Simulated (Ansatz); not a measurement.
# W2Br3: the cost of one run

Program: Ansatz 0.2.0. Level of theory: DFT PBE, scalar-relativistic, plane waves, PAW. These are calculated values, not measurements.

2 further runs of the same task are left out: 1 that didn't finish, 1 set aside as unsound or not needed.

## 1. The system as given

It takes space group R-3m (No. 166, trigonal). Conventional cell: a = 8.102 Å, b = 8.102 Å, c = 9.681 Å, α = 90.00°, β = 90.00°, γ = 120.00°. W (site symmetry 3m) is surrounded by 3 Br at 2.34 Å. Around Br (site symmetry 2/m) lie 2 W at 2.34 Å.

As a file:

```cif
data_structure
_symmetry_space_group_name_H-M 'P 1'
_symmetry_Int_Tables_number 1
_cell_length_a 5.6827
_cell_length_b 5.6827
_cell_length_c 5.6827
_cell_angle_alpha 90.931
_cell_angle_beta 90.931
_cell_angle_gamma 90.931
_cell_volume 183.43
loop_
_atom_site_label
_atom_site_type_symbol
_atom_site_fract_x
_atom_site_fract_y
_atom_site_fract_z
_atom_site_occupancy
W1 W 0.81876 0.81876 0.81876 1
W2 W 0.18124 0.18124 0.18124 1
Br1 Br 0.00000 0.50000 0.00000 1
Br2 Br 0.00000 0.00000 0.50000 1
Br3 Br 0.50000 0.00000 0.00000 1
```

A structure generator made this guess: species swapped into a database cell of Br2Cl3 (R-3m, No. 166), with W on the Br sites and Br on the Cl sites. The dimensions are guesses.

## 2. A first look at the guess

input.yaml

```yaml
crystal:
  lattice:
    - [4.05075483, 2.33870439, 3.22713763]
    - [-4.05075483, 2.33870439, 3.22713763]
    - [0.0, -4.67740878, 3.22713763]
  atoms:
    - { symbol: W, position: [0.81875676, 0.81875676, 0.81875676] }
    - { symbol: W, position: [0.18124324, 0.18124324, 0.18124324] }
    - { symbol: Br, position: [0.0, 0.5, 0.0] }
    - { symbol: Br, position: [0.0, 0.0, 0.5] }
    - { symbol: Br, position: [0.5, 0.0, 0.0] }
basis:
  ecutwfc: 420
kpoints:
  mp_grid: { grid: [3, 3, 3] }
hamiltonian:
  xc: pbe
scf:
  occupations: { method: gaussian, width: 0.1 }
  lower_state_search: "off"
output:
  forces: true
  stress: true
  eigenvalues: true
```

Started as:

```bash
$ ansatz run input.yaml --threads 1 --pin off --max-ram 2560MiB --backend cpu --events-out ev --progress --plain --runs-dir out
```

**Question.** How long does this run take on 1 thread of Intel Xeon 6975P-C (Granite Rapids), shared host, and how much memory does it need?

About 1.2 s, with a peak of 0.4 GiB.
